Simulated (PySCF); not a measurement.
**C4H8BFO2: runs on many settings**

Which settings matter for C4H8BFO2 (`COB(/C=C\F)OC`)?

Programs: PySCF 2.14.0, with density-fitted response routines of our own. Each step states its level of theory. These are calculated values for one molecule, in the gas phase or a continuum, unless marked as measured. Atoms are numbered from 0 throughout.

## Step 1: The starting structure

16 atoms, charge 0, multiplicity 1; geometry from: GFN2-xTB.

Bonds of the start (Å): C0–O1 1.40, O1–B2 1.36, B2–C3 1.59, C3–C4 1.32, C4–F5 1.35, B2–O6 1.35, O6–C7 1.41, C0–H8 1.09, C0–H9 1.09, C0–H10 1.09, C3–H11 1.08, C4–H12 1.08, C7–H13 1.09, C7–H14 1.09, C7–H15 1.09.

## Step 2: Nuclear shieldings: PBE0/pcSseg-1

The job: settings as JSON, then the geometry in Å.

```
{"job": {"kind": "nmr", "xc": "PBE0", "basis": "pcSseg-1"}, "charge": 0, "multiplicity": 1}
C      2.061247    -0.592466     0.227945
O      0.718489    -0.900281    -0.045289
B     -0.326113    -0.060413     0.167613
C     -0.181322     1.398013     0.790289
C     -0.021371     2.509671     0.098701
F      0.069284     2.512114    -1.245812
O     -1.577631    -0.461169    -0.119249
C     -1.887309    -1.721857    -0.674592
H      2.212719     0.481719     0.357923
H      2.668016    -0.945909    -0.607912
H      2.372170    -1.111112     1.139305
H     -0.235444     1.506123     1.863748
H      0.062787     3.515631     0.489142
H     -2.293399    -1.570423    -1.676911
H     -1.004109    -2.358401    -0.730670
H     -2.645613    -2.192297    -0.045640
```

Method: GIAO PBE0/pcSseg-1 NMR shielding, non-relativistic, gas phase.

The run is started by

```bash
OMP_NUM_THREADS=1 python probes_run.py task.json out
```

One launch serves the whole session: the jobs run in the order shown.

What it wrote:

```text
coarse grid: 13648 points
cycle   1  E = -431.7107266047  dE =  1.052e+00  |g| = 8.550e-01  |ddm| = 3.373e+00
cycle   2  E = -431.5707925332  dE =  1.399e-01  |g| = 1.230e+00  |ddm| = 1.393e+00
cycle   3  E = -431.8428805452  dE = -2.721e-01  |g| = 8.676e-02  |ddm| = 8.776e-01
cycle   4  E = -431.8443099360  dE = -1.429e-03  |g| = 3.633e-02  |ddm| = 9.259e-02
cycle   5  E = -431.8445577083  dE = -2.478e-04  |g| = 1.293e-02  |ddm| = 3.603e-02
cycle   6  E = -431.8445880604  dE = -3.035e-05  |g| = 4.657e-03  |ddm| = 1.256e-02
cycle   7  E = -431.8445930574  dE = -4.997e-06  |g| = 3.563e-04  |ddm| = 3.288e-03
final grid: 133040 points
cycle   8  E = -431.9168116031  dE = -3.611e-05  |g| = 1.278e-02  |ddm| = 2.572e-02
cycle   9  E = -431.9167847760  dE =  2.683e-05  |g| = 1.805e-02  |ddm| = 1.620e-02
cycle  10  E = -431.9168419400  dE = -5.716e-05  |g| = 1.422e-03  |ddm| = 9.895e-03
cycle  11  E = -431.9168423563  dE = -4.163e-07  |g| = 2.092e-04  |ddm| = 1.187e-03
cycle  12  E = -431.9168423615  dE = -5.225e-09  |g| = 1.404e-04  |ddm| = 2.837e-04
cycle  13  E = -431.9168423664  dE = -4.839e-09  |g| = 3.358e-05  |ddm| = 1.337e-04
cycle  14  E = -431.9168423666  dE = -2.511e-10  |g| = 6.831e-06  |ddm| = 2.698e-05
converged SCF energy = -431.9168423666

GIAO shielding tensors (ppm)
atom      isotropic    diamagn.    paramagn.     s11        s22        s33       span
  0 C      130.618     243.682    -113.064    104.210    105.076    182.570     78.360
  1 O      223.983     397.429    -173.446     41.897    280.650    349.401    307.505
  2 B       74.613     196.696    -122.082     62.732     74.558     86.550     23.817
  3 C       78.444     264.764    -186.319    -36.618    108.848    163.102    199.720
  4 C       22.442     245.960    -223.517    -85.457     74.693     78.090    163.547
  5 F      271.527     477.126    -205.600    157.774    286.336    370.470    212.696
  6 O      225.365     394.997    -169.631     96.352    238.913    340.831    244.479
  7 C      134.112     243.628    -109.516    102.250    116.507    183.580     81.330
  8 H       27.423      30.271      -2.848     23.372     28.008     30.888      7.516
  9 H       27.714      28.650      -0.936     23.834     25.601     33.708      9.874
 10 H       27.894      28.662      -0.768     23.883     25.512     34.287     10.404
 11 H       26.987      32.309      -5.322     25.763     27.193     28.004      2.241
 12 H       24.729      28.281      -3.552     21.922     24.518     27.746      5.825
 13 H       27.971      28.437      -0.465     23.735     25.946     34.233     10.499
 14 H       27.025      29.859      -2.834     22.297     27.109     31.668      9.372
 15 H       28.028      27.853       0.175     23.790     25.923     34.370     10.580
```

Wall time 33 s (1 thread of Arm Neoverse V1, shared host); peak memory 0.79 GiB.

The references, computed at this level on geometries of the same kind, shield at (ppm): 1H TMS 31.72, 13C TMS 186.9, 19F CFCl3 170.9, 17O H2O 336.1, 11B BF3·OEt2 100.1. Their shielding less the atom's gives the shift. The references are single molecules in the gas phase, so shifts against H2O, NH3, PH3, H3PO4 or CFCl3 are not on the usual liquid scales and can be off by tens of ppm. Atoms listed in one row are averaged.

```csv
atoms,environment,σ (ppm),δ (ppm),δ scaled to CDCl3
C4,alkene CH bonded to F,22.4,164.5,158.6
C3,alkene CH,78.4,108.5,104.0
"C0, C7",methyl carbon bonded to O,132.4,54.6,51.3
H12,hydrogen on an alkene CH bonded to F,24.73,6.99,6.69
H11,hydrogen on an alkene CH,26.99,4.73,4.56
"H8, H9, H10, H13, H14, H15",hydrogen on a methyl carbon bonded to O,27.68,4.04,3.92
"O1, O6","oxygen bonded to C, B",224.7,111.4,–
B2,"boron bonded to C, 2 O",74.6,25.5,–
F5,vinylic fluorine,271.5,-100.6,–
```

The scaled column applies a straight-line fit of computed shieldings to shifts measured in CDCl3; 19F shifts take a fit of their own (root-mean-square error 0.16 ppm for H, 1.9 ppm for C).

Charges from the same density, by scheme (e):

```csv
atoms,Mulliken,IAO,Hirshfeld,ESP fit
"C0, C7",-0.02,-0.20,-0.03,-0.17
"O1, O6",-0.50,-0.39,-0.18,-0.41
B2,0.68,0.48,0.24,0.93
C3,-0.48,-0.37,-0.15,-0.81
C4,0.22,0.16,0.04,0.22
F5,-0.28,-0.28,-0.09,-0.18
```

Mayer bond orders: C0–O1 0.89, O1–B2 1.16, B2–C3 0.85, C3–C4 1.93, C4–F5 0.95, B2–O6 1.23, O6–C7 0.88.

The fields below are evaluated on a grid from the run's orbitals.

Frontier orbitals at PBE0/pcSseg-1, with the share of their density that lies nearest to each atom:

```csv
orbital,energy (eV),lies on
HOMO,-7.49,C3 40 %; C4 31 %; F5 14 %
LUMO,0.40,"C3, C4 about 31 % each; H12 10 %; H11 8 %"
```

ELF in a plane through or near 9 of the atoms.

Ten even steps from '0' (0.00) to '9' (1.00):
```
0000000000000000000000000000
0000000000000000000000000000
0000000000000000000000000000
0000000000000000000000000000
0000058732332000000000000000
0000599996664000330000000000
0000699983874003773001000000
0000168842875316886355300000
0000013679868637758237410000
0000002577668132755224210000
0000000000012565105998200000
0000000057713756713999500000
0000000799976725830799300000
0000000899913556730021000000
0000000023345420000000000000
0000000000145310000000000000
0000000000000000000000000000
0000000000000000000000000000
0000000000000000000000000000
0000000000000000000000000000
```
The map spans 11.7 Å across and 10.5 Å up, centred on the molecule. Atoms in the plane (x, y in Å): C0 (-0.8, -2.0), O1 (0.3, -1.1), B2 (0.2, 0.2), C4 (-2.0, 1.5), O6 (1.3, 1.0), C7 (2.6, 0.5), H8 (-1.7, -1.5), H12 (-2.9, 2.0), H14 (2.6, -0.6).

log10 of the density (e/Å³) in the same plane.

Ten even steps from ' ' (-4.0) to '@' (1.0):
```
                                                        
                                                        
            ............                                
        ....::::----::::::..                            
      ..::--==++++======--::::::::::..........          
      ::--++**####****++====--========------::::..      
      ::==++##%%%%%%####**++++****##**++++++==--::..    
      ::--++**##%%@@%%####****##%%@@%%######**==--..    
      ..--==++**##%%%%########%%@@@@%%%%%%##**++--::    
        ::--==++****########%%%%%%####%%@@##**==--..    
        ..::--==++++++****##%%##****##%%%%##++==::..    
          ..::==++******##%%@@@@##****####**==--::      
          ..--==**##%%##%%%%@@@@##**++++++++==::..      
          ..--==**##%%@@@@%%####**++==------::..        
            ::--==**##%%%%##**++==--::......            
            ..::--==++******++==--..                    
                ::--==========--::                      
                ..::::------::::..                      
                      ......                            
                                                        
```
The map spans 11.7 Å across and 10.5 Å up, centred on the molecule. Atoms in the plane (x, y in Å): C0 (-0.8, -2.0), O1 (0.3, -1.1), B2 (0.2, 0.2), C4 (-2.0, 1.5), O6 (1.3, 1.0), C7 (2.6, 0.5), H8 (-1.7, -1.5), H12 (-2.9, 2.0), H14 (2.6, -0.6).

On the surface of density 0.002 e/bohr³ the electrostatic potential runs, from the 1st to the 99th percentile, from -1.46 V near O6 to 1.01 V near H12.

## Step 3: TDDFT and polarisability: PBE0/def2-SVPD

Settings changed since step 2:

```diff
@@ -1,2 +1,2 @@
-{"job": {"kind": "nmr", "xc": "PBE0", "basis": "pcSseg-1"}, "charge": 0, "multiplicity": 1}
+{"job": {"kind": "uv", "xc": "PBE0", "basis": "def2-SVPD", "nstates": 6, "ntriplets": 2}, "charge": 0, "multiplicity": 1}
 C      2.061247    -0.592466     0.227945
```

With the program's defaults for keys left out, this is: TDDFT PBE0/def2-SVPD, vertical, gas phase, core orbitals frozen in the response.

What it wrote:

```text
coarse grid: 13648 points
cycle   1  E = -431.4662356578  dE =  9.868e-01  |g| = 8.083e-01  |ddm| = 6.133e+00
cycle   2  E = -431.3153408734  dE =  1.509e-01  |g| = 1.200e+00  |ddm| = 2.030e+00
cycle   3  E = -431.5925462624  dE = -2.772e-01  |g| = 8.125e-02  |ddm| = 1.228e+00
cycle   4  E = -431.5938255176  dE = -1.279e-03  |g| = 3.572e-02  |ddm| = 1.541e-01
cycle   5  E = -431.5940828126  dE = -2.573e-04  |g| = 1.222e-02  |ddm| = 5.816e-02
cycle   6  E = -431.5941091886  dE = -2.638e-05  |g| = 4.663e-03  |ddm| = 1.861e-02
cycle   7  E = -431.5941143164  dE = -5.128e-06  |g| = 4.134e-04  |ddm| = 6.493e-03
final grid: 133040 points
cycle   8  E = -431.6656694697  dE = -3.881e-05  |g| = 1.199e-02  |ddm| = 1.202e-01
cycle   9  E = -431.6656433991  dE =  2.607e-05  |g| = 1.707e-02  |ddm| = 2.900e-02
cycle  10  E = -431.6656979781  dE = -5.458e-05  |g| = 1.411e-03  |ddm| = 1.556e-02
cycle  11  E = -431.6656984257  dE = -4.476e-07  |g| = 2.061e-04  |ddm| = 1.842e-03
cycle  12  E = -431.6656984309  dE = -5.178e-09  |g| = 1.392e-04  |ddm| = 5.372e-04
cycle  13  E = -431.6656984358  dE = -4.873e-09  |g| = 3.241e-05  |ddm| = 2.173e-04
cycle  14  E = -431.6656984360  dE = -2.394e-10  |g| = 6.506e-06  |ddm| = 5.482e-05
converged SCF energy = -431.6656984360

Static polarisability (au): isotropic 71.130, principal 61.203 70.826 81.361

Singlet excitations
state   eV       nm        f      main configurations
  1   6.8442    181.2   0.02005   H->L+1 0.59, H->L+2 0.34
  2   7.2355    171.4   0.04279   H->L+2 0.49, H->L 0.26, H->L+1 0.15
  3   7.3466    168.8   0.00135   H-1->L 0.96
  4   7.5185    164.9   0.25535   H->L 0.59, H->L+1 0.18
  5   7.6077    163.0   0.01179   H-2->L 0.84
  6   7.6611    161.8   0.00266   H-1->L+1 0.93

Triplet excitations (Tamm-Dancoff, eV): 4.4327 6.7049
```

Wall time 58 s (1 thread of Arm Neoverse V1, shared host); peak memory 0.9 GiB.

Frontier orbitals and where they lie:

```csv
orbital,eV,atoms
HOMO−3,-9.44,"O6 38 %, O1 18 %, C7 12 %"
HOMO−2,-8.83,"O1 28 %, O6 18 %, C3 10 %"
HOMO−1,-8.29,"O6 36 %, O1 29 %, C7 8 %"
HOMO,-7.60,"C3 39 %, C4 32 %, F5 16 %"
LUMO,0.20,"C4 32 %, C3 28 %, F5 8 %"
LUMO+1,0.50,"B2 34 %, C4 11 %, C3 9 %"
LUMO+2,0.91,"B2 20 %, O1 13 %, O6 13 %"
```

With each of the 6 states as a Gaussian band of 0.4 eV half-width at 1/e, the curve within the window shown has maxima at 166 nm (ε 12,000) L/(mol cm). Beyond the last state computed it falls off for lack of states. The curve at chosen wavelengths:

| nm | ε (L/mol/cm) |
| --- | --- |
| 156 | 3389 |
| 158 | 5552 |
| 159 | 6763 |
| 161 | 9150 |
| 163 | 11040 |
| 164 | 11654 |
| 166 | 12070 |
| 168 | 11440 |
| 169 | 10811 |
| 171 | 9163 |
| 173 | 7324 |
| 174 | 6434 |
| 176 | 4843 |
| 178 | 3573 |
| 180 | 2619 |
| 181 | 2244 |
| 183 | 1654 |
| 185 | 1222 |
| 186 | 1050 |
| 188 | 768 |
| 190 | 552 |
| 191 | 463 |
| 193 | 320 |
| 195 | 214 |
| 196 | 172 |
| 198 | 109 |

Leading natural transition orbitals of singlet state 4: the hole lies on C3 37 %; C4 27 %; F5 17 %; the particle on C3, C4 about 22 % each; H11, H12 about 12 % each; O6 7 %.

Leading natural transition orbitals of singlet state 1: the hole lies on C3 40 %; C4 31 %; F5 13 %; the particle on H11 18 %; B2 16 %; F5 14 %.

Ground-state properties from the same run:

```csv
property,computed
dipole moment (D),1.85
polarisability (Å³),10.54
HOMO–LUMO gap (eV),7.81
−ε(HOMO) (eV),7.60
```

## Step 4: Shielding tensors: PBE0/6-31G* in dimethylsulfoxide

Settings changed since step 3:

```diff
@@ -1,2 +1,2 @@
-{"job": {"kind": "uv", "xc": "PBE0", "basis": "def2-SVPD", "nstates": 6, "ntriplets": 2}, "charge": 0, "multiplicity": 1}
+{"job": {"kind": "nmr", "xc": "PBE0", "basis": "6-31G*", "solvent": "dimethylsulfoxide", "pop": false, "scf": {"guess": "huckel", "aux": "def2-universal-jkfit"}}, "charge": 0, "multiplicity": 1}
 C      2.061247    -0.592466     0.227945
```

Method: GIAO PBE0/6-31G* NMR shielding, non-relativistic, IEF-PCM dimethylsulfoxide.

What it wrote:

```text
final grid: 133040 points
cycle   1  E = -427.3572678431  dE =  7.498e-01  |g| = 4.718e+00  |ddm| = 6.160e+00
cycle   2  E = -424.9515251145  dE =  2.406e+00  |g| = 5.382e+00  |ddm| = 7.048e+00
cycle   3  E = -431.8221728994  dE = -6.871e+00  |g| = 7.185e-01  |ddm| = 4.983e+00
cycle   4  E = -431.9057959627  dE = -8.362e-02  |g| = 4.534e-01  |ddm| = 1.100e+00
cycle   5  E = -431.9500668977  dE = -4.427e-02  |g| = 1.018e-01  |ddm| = 3.975e-01
cycle   6  E = -431.9522486627  dE = -2.182e-03  |g| = 2.305e-02  |ddm| = 8.812e-02
cycle   7  E = -431.9523471006  dE = -9.844e-05  |g| = 8.352e-03  |ddm| = 1.999e-02
cycle   8  E = -431.9523629080  dE = -1.581e-05  |g| = 2.250e-03  |ddm| = 7.541e-03
cycle   9  E = -431.9523640560  dE = -1.148e-06  |g| = 7.561e-04  |ddm| = 2.446e-03
cycle  10  E = -431.9523641682  dE = -1.122e-07  |g| = 2.220e-04  |ddm| = 7.122e-04
cycle  11  E = -431.9523641779  dE = -9.709e-09  |g| = 5.370e-05  |ddm| = 2.043e-04
cycle  12  E = -431.9523641784  dE = -5.213e-10  |g| = 1.430e-05  |ddm| = 4.681e-05
converged SCF energy = -431.9523641784

GIAO shielding tensors (ppm)
atom      isotropic    diamagn.    paramagn.     s11        s22        s33       span
  0 C      143.656     245.212    -101.556    119.274    119.963    191.730     72.456
  1 O      238.302     392.222    -153.920     70.931    287.221    356.754    285.822
  2 B       89.355     201.383    -112.027     80.239     88.465     99.362     19.123
  3 C       98.902     262.714    -163.812     -2.014    121.258    177.463    179.477
  4 C       45.892     246.027    -200.135    -50.864     92.519     96.020    146.883
  5 F      292.585     477.637    -185.052    191.889    301.715    384.152    192.263
  6 O      244.733     390.404    -145.670    126.805    255.848    351.547    224.742
  7 C      147.059     244.822     -97.763    117.964    130.584    192.630     74.666
  8 H       28.146      29.933      -1.787     23.819     28.762     31.857      8.038
  9 H       28.397      29.026      -0.629     24.594     26.480     34.118      9.525
 10 H       28.492      28.784      -0.292     24.607     26.282     34.587      9.980
 11 H       27.575      30.243      -2.669     26.786     27.544     28.394      1.608
 12 H       25.278      26.550      -1.272     22.524     25.185     28.126      5.602
 13 H       28.680      28.732      -0.051     24.550     26.786     34.705     10.155
 14 H       27.826      29.390      -1.564     22.941     27.870     32.666      9.725
 15 H       28.699      28.348       0.351     24.582     26.756     34.758     10.176
```

Wall time 17 s (1 thread of Arm Neoverse V1, shared host); peak memory 0.85 GiB.

This run: σ C4 45.9, C3 98.9, C0 145.4, O1 241.5, H12 25.28, H11 27.57 ppm (means over like atoms).

[end of part 1 of 2]
